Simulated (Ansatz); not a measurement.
**La2MgGeO6 (database structure): how the settings move a single-point run**

Question: which choices in the input matter for La2MgGeO6 (database structure)?

Program: Ansatz 0.2.0. Level of theory: reference: DFT r2SCAN, plane waves, PAW, scalar-relativistic, no spin polarisation. These are calculated values, not measurements.

1 further run of the same task is left out (set aside as unsound or not needed).

## Step 1: The structure to begin with

The structure is trigonal, space group R3 (No. 146). Conventional cell: a = 5.495 Å, b = 5.495 Å, c = 13.287 Å, α = 90.00°, β = 90.00°, γ = 120.00°. Around La (site symmetry 3) lie 9 O at 2.43 to 2.79 Å. Ge (site symmetry 3) is surrounded by 6 O at 1.85 to 1.86 Å. Mg (site symmetry 3) has 6 O at 2.03 to 2.08 Å as nearest neighbours. O (site symmetry 1) has 1 Ge at 1.85 Å and 1 Mg at 2.03 Å and 1 La at 2.48 Å as nearest neighbours. Around O (site symmetry 1) lie 1 Ge at 1.86 Å and 1 Mg at 2.08 Å and 1 La at 2.43 Å. La (site symmetry 3) is surrounded by 9 O at 2.48 to 2.77 Å.

Coordinates:

```
La Ge Mg O
1.0
     2.74740    1.58621    4.42890
    -2.74740    1.58621    4.42890
     0.00000   -3.17242    4.42890
La Ge Mg O
2 1 1 6
Direct
  0.75200 0.75200 0.75200
  0.24800 0.24800 0.24800
  0.50300 0.50300 0.50300
  0.00000 0.00000 0.00000
  0.69000 0.25500 0.78900
  0.78900 0.69000 0.25500
  0.25500 0.78900 0.69000
  0.20800 0.32400 0.73500
  0.73500 0.20800 0.32400
  0.32400 0.73500 0.20800
```

## Step 2: The reference run

Contents of input.yaml:

```yaml
crystal:
  lattice:
    - [2.7474, 1.586211, 4.428904]
    - [-2.7474, 1.586211, 4.428904]
    - [0.0, -3.172421, 4.428904]
  atoms:
    - { symbol: La, position: [0.752, 0.752, 0.752] }
    - { symbol: Ge, position: [0.503, 0.503, 0.503] }
    - { symbol: Mg, position: [0.0, 0.0, 0.0] }
    - { symbol: O, position: [0.69, 0.255, 0.789] }
    - { symbol: O, position: [0.789, 0.69, 0.255] }
    - { symbol: O, position: [0.255, 0.789, 0.69] }
    - { symbol: O, position: [0.208, 0.324, 0.735] }
    - { symbol: O, position: [0.735, 0.208, 0.324] }
    - { symbol: O, position: [0.324, 0.735, 0.208] }
    - { symbol: La, position: [0.248, 0.248, 0.248] }
  symmetry: { tolerance: 0.0003 }
kpoints:
  mp_grid: { grid: [4, 4, 4], shift: [0, 0, 0] }
magnetization:
  spin_polarized: false
scf:
  occupations: { method: fermi_dirac }
hamiltonian:
  pseudopotentials: { kind: paw }
  xc: r2scan
basis:
  ecutwfc: 500
output:
  forces: true
  stress: true
  eigenvalues: true
```

Command:

```console
ansatz run input.yaml --threads 1 --pin off --max-ram 2560MiB --backend cpu --events-out ev --progress --plain --runs-dir out
```

What it wrote, cut to the lines that bear on the results:

```text
Warning: crystal.lattice misses the space group found at crystal.symmetry.tolerance 3.0e-4 in a digit that the deck types, which is why this is a warning: making the lattice exact moves one of its numbers by a whole unit of that number's last typed decimal, or more. The operation that it [...]
Warning: RAYON_NUM_THREADS=1 ignored (pool sized by the plan → 1); use --threads N
[...]
Pseudopotentials: kind: paw
Pseudopotential: La, paw, valence charge 11, recommended cutoff 500 eV (meta_gga), La.paw.azcp
Pseudopotential: Ge, paw, valence charge 14, recommended cutoff 500 eV (meta_gga), Ge.paw.azcp
Pseudopotential: Mg, paw, valence charge 10, recommended cutoff 500 eV (meta_gga), Mg.paw.azcp
Pseudopotential: O, paw, valence charge 6, recommended cutoff 500 eV (meta_gga), O.paw.azcp
Functional definition: r2SCAN
[...]
Crystal: 10 atoms, lattice volume = 115.806 Å³
Basis set: ecut = 500 eV, 2921 PW (Γ), exchange–correlation on 160×160×160 points (64 copies of the dense FFT grid, shifted against one another)
Bands: 51, of which v1, the nominal top of the filled ones, is band 41 counted from 1 (40 counted from 0)
Symmetry: 3 space group operations
Space group: R3 (ITA 146), of the structure as read, at distance tolerance 1.5e-3 Å
k-points: 14 of 64 (time reversal used)
[...]
SCF iter   1: F=—  HF=-22185.225249 eV  |F-HF|=—  |Δ(HF+E_count)|=         —  Δρ=1.28e-2  dr2=2.20e-1  dr2_τ=4.71e-1  ethr=1.77e-3  ⟨swp⟩=4.1  Hψ=2344  notcnv=0
[...]
SCF iter   8: F=-22185.542294 eV  HF=-22185.542294 eV  |F-HF|=7.12e-9  |Δ(HF+E_count)|=   1.85e-8  Δρ=3.75e-6  dr2=1.32e-8  dr2_τ=2.02e-9  ethr=1.22e-10  ⟨swp⟩=4.2  Hψ=2293  notcnv=0
[...]
SCF converged after 8 iterations
Free energy (F): -22185.542294 eV
[...]
E sigma→0 (E₀):  -22185.542294 eV
Fermi energy:    13.412504 eV
[...]
--- Forces (eV/Å), atoms counted from 1 ---
  atom   1  La     0.00000000    -0.00000000    -0.00473784
  atom   2  Ge    -0.00000000    -0.00000003    -0.67132987
  atom   3  Mg    -0.00000000     0.00000001     0.26832464
  atom   4  O      0.14709067    -0.41415777     0.86838986
  atom   5  O      0.28512584     0.33446319     0.86838984
  atom   6  O     -0.43221651     0.07969468     0.86838985
  atom   7  O      0.06672729    -1.05397480    -0.82900962
  atom   8  O      0.87940528     0.58477488    -0.82900968
[...]
--- Stress (GPa, compression-positive) ---
        3.366249      -0.000000       0.000000
        0.000000       3.366249       0.000000
       -0.000000       0.000000       5.038207
  P = ⅓ Tr σ = 3.9236 GPa (39.236 kbar)
--- Band table (eV; the first three rows and the last of 14) ---
[...]
```

Run time: 12 s. Hardware: 1 thread of Intel Xeon 6975P-C (Granite Rapids), shared host; peak memory 0.76 GiB.

## Step 3: Changing settings: symmetry.detect false, tolerance left out

input.yaml: that of step 2 with these lines changed.

```diff
@@ -16,3 +16,3 @@
     - { symbol: La, position: [0.248, 0.248, 0.248] }
-  symmetry: { tolerance: 0.0003 }
+  symmetry: { detect: false }
 kpoints:
```

Command:

```console
ansatz run input.yaml --threads 1 --pin off --max-ram 2560MiB --backend cpu --events-out ev --progress --plain --runs-dir out
```

What it wrote, cut to the lines that bear on the results:

```text
Warning: RAYON_NUM_THREADS=1 ignored (pool sized by the plan → 1); use --threads N
[...]
[... 6 set-up lines as earlier in the session ...]
[...]
Crystal: 10 atoms, lattice volume = 115.806 Å³
Basis set: ecut = 500 eV, 2921 PW (Γ), exchange–correlation on 160×160×160 points (64 copies of the dense FFT grid, shifted against one another)
Bands: 51, of which v1, the nominal top of the filled ones, is band 41 counted from 1 (40 counted from 0)
Symmetry: 1 space group operations
k-points: 36 of 64 (time reversal used)
[...]
SCF converged after 8 iterations
Free energy (F): -22185.542294 eV
[...]
E sigma→0 (E₀):  -22185.542294 eV
Fermi energy:    13.412503 eV
[...]
--- Forces (eV/Å), atoms counted from 1 ---
  atom   1  La     0.00000550     0.00000035    -0.00473773
  atom   2  Ge    -0.00000014    -0.00000049    -0.67133027
  atom   3  Mg    -0.00000053     0.00000119     0.26832407
  atom   4  O      0.14708943    -0.41415877     0.86839039
  atom   5  O      0.28512776     0.33446474     0.86838931
  atom   6  O     -0.43221248     0.07969274     0.86838936
  atom   7  O      0.06672532    -1.05397704    -0.82900830
  atom   8  O      0.87940103     0.58477685    -0.82900937
[...]
--- Stress (GPa, compression-positive) ---
        3.366134      -0.000000      -0.000001
        0.000000       3.366361      -0.000016
       -0.000001      -0.000016       5.038206
  P = ⅓ Tr σ = 3.9236 GPa (39.236 kbar)
--- Band table (eV; the first three rows and the last of 36) ---
[...]
```

It took 26 s on 1 thread of Intel Xeon 6975P-C (Granite Rapids), shared host; peak memory 0.83 GiB.

Energy and cycle count are those of the reference, so the change (use of symmetry) left the result and the number of cycles as they were. Cost: 26 s against 12 s.

## Step 4: Changed: occupations.method cold, occupations.width 0.2, dispersion d3bjatm

input.yaml: that of step 2 with these lines changed.

```diff
@@ -22,3 +22,3 @@
 scf:
-  occupations: { method: fermi_dirac }
+  occupations: { method: cold, width: 0.2 }
 hamiltonian:
@@ -26,2 +26,3 @@
   xc: r2scan
+  dispersion: d3bjatm
 basis:
```

Command:

```console
ansatz run input.yaml --threads 1 --pin off --max-ram 2560MiB --backend cpu --events-out ev --progress --plain --runs-dir out
```

What it wrote, cut to the lines that bear on the results:

```text
Warning: crystal.lattice misses the space group found at crystal.symmetry.tolerance 3.0e-4 in a digit that the deck types, which is why this is a warning: making the lattice exact moves one of its numbers by a whole unit of that number's last typed decimal, or more. The operation that it [...]
Warning: RAYON_NUM_THREADS=1 ignored (pool sized by the plan → 1); use --threads N
[...]
[... 6 set-up lines as earlier in the session ...]
[...]
Crystal: 10 atoms, lattice volume = 115.806 Å³
Basis set: ecut = 500 eV, 2921 PW (Γ), exchange–correlation on 160×160×160 points (64 copies of the dense FFT grid, shifted against one another)
[...]
Free energy (F): -22186.640000 eV
[...]
E sigma→0 (E₀):  -22186.640000 eV
Fermi energy:    13.516620 eV
Step filling:    the computed levels leave a gap of 4.7479 eV = 23.7 smearing widths at the electron count; against every level under it full and every level over it empty, smearing changes F+E_penalty+E_count by -6.43e-65 meV and its σ→0 estimate by -1.97e-61 meV
[...]
--- Forces (eV/Å), atoms counted from 1 ---
  atom   1  La     0.00000000    -0.00000000    -0.00456133
  atom   2  Ge    -0.00000000    -0.00000003    -0.67126629
  atom   3  Mg    -0.00000000     0.00000001     0.26836261
  atom   4  O      0.14722643    -0.41476470     0.86874606
  atom   5  O      0.28558358     0.33488423     0.86874603
  atom   6  O     -0.43281001     0.07988057     0.86874604
  atom   7  O      0.06619778    -1.05453401    -0.82943781
  atom   8  O      0.88015433     0.58459591    -0.82943787
[...]
--- Stress (GPa, compression-positive) ---
        2.075784      -0.000000       0.000000
        0.000000       2.075784       0.000000
       -0.000000       0.000000       3.749391
  P = ⅓ Tr σ = 2.6337 GPa (26.337 kbar)
--- Band table (eV; the first three rows and the last of 14) ---
[...]
```

Run time: 12 s. Hardware: 1 thread of Intel Xeon 6975P-C (Granite Rapids), shared host; peak memory 0.76 GiB.

The energy moves by -109.8 meV/atom, nearly all of it the dispersion term itself (-109.8 meV/atom); that offset belongs to the model and is no gain or loss of stability; the pressure goes from 3.9 to 2.6 GPa.

## Step 5: Changed: hubbard.sites [{species: La, l: f, u_eff: 3.0}], hubbard.double_counting amf

input.yaml: that of step 2 with these lines changed.

```diff
@@ -26,2 +26,3 @@
   xc: r2scan
+  hubbard: { sites: [{ species: La, l: f, u_eff: 3.0 }], double_counting: amf }
 basis:
@@ -32 +33,5 @@
   eigenvalues: true
+  write_density: true
+  write_potential: true
+  elf: true
+  volumetric_format: npy
```

Command:

```console
ansatz run input.yaml --threads 1 --pin off --max-ram 2560MiB --backend cpu --events-out ev --progress --plain --runs-dir out
```

What it wrote, cut to the lines that bear on the results:

```text
Warning: crystal.lattice misses the space group found at crystal.symmetry.tolerance 3.0e-4 in a digit that the deck types, which is why this is a warning: making the lattice exact moves one of its numbers by a whole unit of that number's last typed decimal, or more. The operation that it [...]
Warning: RAYON_NUM_THREADS=1 ignored (pool sized by the plan → 1); use --threads N
La: projections on atomic orbitals take those of the free atom [Kr 4d10] 4f0 5s2 5p6 5d1 6s2, of charge +0.00 (hamiltonian.pseudopotentials.projection_atoms); the dataset's partial waves leave at most 1.9e-5 of an orbital's norm unspanned inside its sphere
Ge: projections on atomic orbitals take those of the free atom [Ar] 3d10 4s2 4p2, of charge +0.00 (hamiltonian.pseudopotentials.projection_atoms); the dataset's partial waves leave at most 1.2e-6 of an orbital's norm unspanned inside its sphere
[...]
SCF iter   9: F=-22185.544870 eV  HF=-22185.544870 eV  |F-HF|=6.57e-9  |Δ(HF+E_count)|=   1.98e-7  Δρ=3.92e-6  dr2=1.28e-8  dr2_τ=1.45e-9  ethr=1.22e-10  ⟨swp⟩=16.9  Hψ=5907  notcnv=0
[...]
SCF converged after 9 iterations
Free energy (F): -22185.544870 eV
[...]
E sigma→0 (E₀):  -22185.544870 eV
Fermi energy:    13.414885 eV
[...]
DFT+U double counting: amf (around mean field; hamiltonian.hubbard.double_counting)
--- Forces (eV/Å), atoms counted from 1 ---
  atom   1  La     0.00000000    -0.00000000    -0.00459751
  atom   2  Ge    -0.00000000    -0.00000003    -0.67127903
  atom   3  Mg    -0.00000000     0.00000001     0.26834615
  atom   4  O      0.14742183    -0.41336289     0.86819673
  atom   5  O      0.28427187     0.33435254     0.86819670
  atom   6  O     -0.43169370     0.07901044     0.86819671
  atom   7  O      0.06753170    -1.05376516    -0.82889628
  atom   8  O      0.87882152     0.58536670    -0.82889634
[...]
--- Stress (GPa, compression-positive) ---
        3.358194      -0.000000       0.000000
        0.000000       3.358194       0.000000
       -0.000000       0.000000       5.035181
  P = ⅓ Tr σ = 3.9172 GPa (39.172 kbar)
--- Band table (eV; the first three rows and the last of 14) ---
[...]
Occupation matrices written to <dir>
```

It took 17 s on 1 thread of Intel Xeon 6975P-C (Granite Rapids), shared host; peak memory 0.84 GiB.

Changing the Hubbard U leaves the energy as it was (-0.3 meV/atom).

## Step 6: Comparison

| run | ending | energy change | pressure (GPa) | gap (eV) | force (eV/Å) | cycles | time |
| --- | --- | --- | --- | --- | --- | --- | --- |
| reference | converged | 0 | 3.9 | 4.75 | 1.34 | 8 | 12 s |
| 1: symmetry.detect false, tolerance left out | converged | 0.0 meV/atom | 3.9 | 4.75 | 1.34 | 8 | 26 s |
| 2: occupations.method cold, occupations.width 0.2, dispersion d3bjatm | converged | -109.8 meV/atom (σ→0) (offset of the dispersion model) | 2.6 | 4.75 | 1.34 | 8 | 12 s |
| 3: hubbard.sites [{species: La, l: f, u_eff: 3.0}], hubbard.double_counting amf | converged | -0.3 meV/atom (U changed: no physical gain or loss) | 3.9 | 4.74 | 1.34 | 9 | 17 s |

Times don't compare one to one where runs were asked for different outputs or read a saved state (see the inputs); cycles may leave out searches for a lower state.

Residual by cycle in the longest SCF loop of each run; runs are numbered as in the table. The quantity is the density residual dr2, in eV.

| cycle | reference | run 1 | run 2 | run 3 |
| --- | --- | --- | --- | --- |
| 1 | 0.22 | 0.22 | 0.22 | 3.55 |
| 2 | 0.0348 | 0.0348 | 0.0348 | 1.12 |
| 3 | 0.002 | 0.002 | 0.002 | 0.0293 |
| 4 | 2.6e-4 | 2.6e-4 | 2.6e-4 | 0.00697 |
| 5 | 2.2e-5 | 2.1e-5 | 2.2e-5 | 3.1e-4 |
| 6 | 7.0e-7 | 7.1e-7 | 6.8e-7 | 2.7e-5 |
| 7 | 1.6e-7 | 1.6e-7 | 1.6e-7 | 4.5e-6 |
| 8 | 1.3e-8 | 1.4e-8 | 1.2e-8 | 3.7e-7 |
| 9 | - | - | - | 1.3e-8 |

«symmetry.detect false, tolerance left out» leaves the energy as it was. A changed U is a change of model: its shifts are not errors of convergence. The gap of the reference lacks spin-orbit coupling, though the cell holds La.
